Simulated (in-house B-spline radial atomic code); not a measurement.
# Pb⁷⁺: density, ELF and screening along the radius

How do the shells of Pb⁷⁺ show in real space, and how much do the settings move them?

Method: several methods, spin-polarised, as named in each step; spherical all-electron atom at the radial basis limit. Code: in-house B-spline radial atomic code version 1.

## 1. The system

```
element       : lead (Z = 82)
charge        : +7
electrons     : 75
configuration : [Kr] 4d10 4f14 5s2 5p5 5d7 6p1
nucleus       : point (non-relativistic runs) or finite (X2C runs)
```

The outer shells:

[Kr] 4d10 4f14 5s2 5p5 5d7 6p1
```
[Kr] core
4d [↑↓][↑↓][↑↓][↑↓][↑↓]
4f [↑↓][↑↓][↑↓][↑↓][↑↓][↑↓][↑↓]
5s [↑↓]
5p [↑↓][↑↓][↑ ]
5d [↑↓][↑↓][↑ ][↑ ][↑ ]
6p [↑ ][  ][  ]
```

Where spins are not typed, each open shell is filled with up spins first.

## 2. PBE, X2C, [Kr] 4d10 4f14 5s2 5p5 5d7 6p1

Settings of the run:

```ini
Z = 82
electrons = 75.0
configuration = [Kr] 4d10 4f14 5s2 5p5 5d7 6p1
hamiltonian = x2c
method = pbe,pbe
spin_polarised = True
nucleus = fermi
rms_radius = 5.5012
mass_number = 208
atomic_mass = 207.976652005
speed_of_light = 137.035999084
```

Launch:

```bash
$ python run_scf.py task.json out
```

task.json lists these runs, among others, and the program works through them in turn.

## 3. Hartree-Fock, X2C, [Xe] 4f13 5d7 6f1

Settings of the run:

```ini
Z = 82
electrons = 75.0
configuration = [Xe] 4f13 5d7 6f1
hamiltonian = x2c
method = hf
spin_polarised = True
nucleus = fermi
rms_radius = 5.5012
mass_number = 208
atomic_mass = 207.976652005
speed_of_light = 137.035999084
```

## 4. LDA (VWN5), X2C, [Xe] 4f13 5d8

Changes to the settings of step 3:

```diff
@@ -2,5 +2,5 @@
 electrons = 75.0
-configuration = [Xe] 4f13 5d7 6f1
+configuration = [Xe] 4f13 5d8
 hamiltonian = x2c
-method = hf
+method = lda,vwn
 spin_polarised = True
```

How large is the system in each run, where do the shell borders lie, and what is the highest level?

As calculated:

| run | total energy (hartree) | highest level (eV) | radius holding 50 / 90 / 99 % (bohr) | radius at n = 0.001 (bohr) | ELF minima on the full grid (bohr) |
| --- | --- | --- | --- | --- | --- |
| PBE, X2C, [Kr] 4d10 4f14 5s2 5p5 5d7 6p1 | -20869.1945 | -75.742 | 0.334 / 1.03 / 1.99 | 3.14 | 0.024, 0.089, 0.27, 0.64 |
| Hartree-Fock, X2C, [Xe] 4f13 5d7 6f1 | -20859.7587 | -38.795 | 0.335 / 1.04 / 2.94 | 4.47 | 0.024, 0.097, 0.24, 0.61, 2.4 |
| LDA (VWN5), X2C, [Xe] 4f13 5d8 | -20855.9851 | -115.20 | 0.335 / 1.03 / 1.74 | 2.63 | 0.023, 0.079, 0.22, 0.63 |

What this shows: In the first run ELF has 4 minima on the grid, which mark the borders between shells. On the record's full grid the screened charge (r times the electrostatic potential) falls from 81.8 near the nucleus to 7.00 at 7.0 bohr; far out it tends to the net charge, 7. The radius that holds 99 % of the electrons runs from 1.74 bohr (LDA (VWN5), X2C, [Xe] 4f13 5d8) to 2.94 bohr (Hartree-Fock, X2C, [Xe] 4f13 5d7 6f1). The grid is coarse (about 24 % a step), so the places of minima are rough. For X2C runs ELF uses the non-relativistic kinetic energy density, and the fields carry no picture-change correction.
